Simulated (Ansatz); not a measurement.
Task: a geometry optimisation of Cl₂H₃N₂Si, SMILES [NH][Si](N)(Cl)Cl, with Ansatz 0.2.0 through its Python package. Give the script and its output. Use: Hartree-Fock, cc-pVDZ basis, multiplicity 2.

| atom | x (Å) | y (Å) | z (Å) |
| --- | --- | --- | --- |
| N | -0.3599 | 0.9408 | 1.0000 |
| Si | -0.1721 | 0.2669 | -0.5711 |
| N | 0.1045 | -1.2648 | 0.0509 |
| Cl | -1.7324 | 0.2993 | -1.7612 |
| Cl | 1.4276 | 1.0052 | -1.5891 |
| H | 0.5135 | 1.1287 | 1.4148 |
| H | -0.6298 | -1.3648 | 0.6986 |
| H | 0.9407 | -1.0684 | 0.7014 |

The script, `opt_cl2h3n2si.py`:
```python
import warnings

import ansatz as az
from ase import Atoms
import numpy as np
import pandas as pd

warnings.simplefilter("ignore", az.DeckWarning)

atoms = Atoms(["N", "Si", "N", "Cl", "Cl", "H", "H", "H"], positions=[
    [-0.3599, 0.9408, 1.0],
    [-0.1721, 0.2669, -0.5711],
    [0.1045, -1.2648, 0.0509],
    [-1.7324, 0.2993, -1.7612],
    [1.4276, 1.0052, -1.5891],
    [0.5135, 1.1287, 1.4148],
    [-0.6298, -1.3648, 0.6986],
    [0.9407, -1.0684, 0.7014],
])
geometry = az.Crystal.molecule_from_ase(atoms)

base = (
    geometry.calculation()
    .basis(gaussian="cc-pVDZ")
    .functional("hf")
    .spin("collinear", total=1)
)
symbols = [site.symbol for site in geometry.cartesian_sites]
start = np.array([site.position_ang for site in geometry.cartesian_sites], dtype=float)
def progress(event):
    if event["event"] == "relax_step":
        row = event["data"]
        print(f"step {row['step']:3d}  E = {row['lagrangian_ev']:.6f} eV  max force {row['allowed_force_max_ev_ang']:.4f} eV/A")


rep = base.relax(force_tolerance=0.01).session().plan().execute(on_event=progress).report
end = np.array(rep["positions_ang"])

print("reference energy %16.6f eV" % rep["reference_energy_ev"])
print("total energy     %16.6f eV" % rep["free_energy_ev"])
print("occupied (up, down):", rep["n_occupied"], " virtual:", rep["n_virtual"], " frozen:", rep["n_frozen"])

print("final positions (A) and the move of each atom")
for symbol, xyz, old in zip(symbols, end, start):
    print(f"{symbol:2s} {xyz[0]:10.5f} {xyz[1]:10.5f} {xyz[2]:10.5f}   {np.linalg.norm(xyz - old):7.4f}")

charges = rep["charge_distribution"]
table = pd.DataFrame({"atom": symbols, "mulliken": charges["mulliken_charges_e"], "lowdin": charges["lowdin_charges_e"]})
print(table.round(3).to_string())
print("dipole (e A):", np.round(charges["dipole_moment_e_ang"], 4) + 0.0)
```

```console
$ python opt_cl2h3n2si.py
step   1  E = -35882.789199 eV  max force 3.5497 eV/A
step   2  E = -35883.514457 eV  max force 0.8920 eV/A
step   3  E = -35883.717491 eV  max force 0.6914 eV/A
step   4  E = -35883.773929 eV  max force 1.1657 eV/A
step   5  E = -35883.837706 eV  max force 0.3632 eV/A
step   6  E = -35883.842981 eV  max force 0.2081 eV/A
step   7  E = -35883.848894 eV  max force 0.1203 eV/A
step   8  E = -35883.860037 eV  max force 0.0658 eV/A
step   9  E = -35883.865012 eV  max force 0.3303 eV/A
step  10  E = -35883.870491 eV  max force 0.2984 eV/A
step  11  E = -35883.874866 eV  max force 0.1533 eV/A
step  12  E = -35883.885909 eV  max force 0.0440 eV/A
step  13  E = -35883.886685 eV  max force 0.0658 eV/A
step  14  E = -35883.887393 eV  max force 0.0358 eV/A
step  15  E = -35883.887431 eV  max force 0.0331 eV/A
step  16  E = -35883.887621 eV  max force 0.0114 eV/A
step  17  E = -35883.887853 eV  max force 0.0584 eV/A
step  18  E = -35883.883574 eV  max force 0.5938 eV/A
step  19  E = -35883.888051 eV  max force 0.0610 eV/A
step  20  E = -35883.889218 eV  max force 0.0834 eV/A
step  21  E = -35883.876423 eV  max force 1.0910 eV/A
step  22  E = -35883.892432 eV  max force 0.1746 eV/A
step  23  E = -35883.895021 eV  max force 0.5530 eV/A
step  24  E = -35883.899063 eV  max force 0.6523 eV/A
step  25  E = -35883.911414 eV  max force 0.5373 eV/A
step  26  E = -35883.883921 eV  max force 0.3919 eV/A
step  27  E = -35883.934119 eV  max force 0.2460 eV/A
step  28  E = -35883.933945 eV  max force 0.2216 eV/A
step  29  E = -35883.938305 eV  max force 0.0530 eV/A
step  30  E = -35883.939100 eV  max force 0.0247 eV/A
step  31  E = -35883.939106 eV  max force 0.0338 eV/A
step  32  E = -35883.939181 eV  max force 0.0084 eV/A
reference energy    -35883.939181 eV
total energy        -35883.939181 eV
occupied (up, down): [33, 32]  virtual: [64, 65]  frozen: 0
final positions (A) and the move of each atom
N    -0.38210    1.23015    1.14553    0.3246
Si    0.01250    0.25017   -0.24852    0.3720
N     0.26762   -1.34764    0.26967    0.2852
Cl   -1.58062    0.50668   -1.56292    0.3246
Cl    1.71534    0.86863   -1.25230    0.4636
H    -0.17989    2.21777    1.03872    1.3447
H    -0.38233   -1.74715    0.92157    0.5071
H     0.62158   -2.03571   -0.36745    1.4765
  atom  mulliken  lowdin
0    N    -0.343   0.110
1   Si     0.946  -0.412
2    N    -0.388   0.129
3   Cl    -0.317   0.087
4   Cl    -0.308   0.107
5    H     0.142  -0.022
6    H     0.136   0.002
7    H     0.132  -0.002
dipole (e A): [ 0.0214 -0.2349  0.175 ]
```

These settings explore the input space; basis and method may be short of convergence. The end point is the stationary point reached from this start; no frequency run checks that it is a minimum, and the basis set is modest. The species is open-shell (spin multiplicity 2). The Löwdin charges here are taken after orthogonalising the functions within each atom; they differ from plain Löwdin charges, and their signs can be unphysical. Finished in 2.5 min on 1 thread of Arm Neoverse V2, with other jobs on the host, peak memory 0.4 GiB.

(Lines on the test bed's own set-up are left out of the output.)
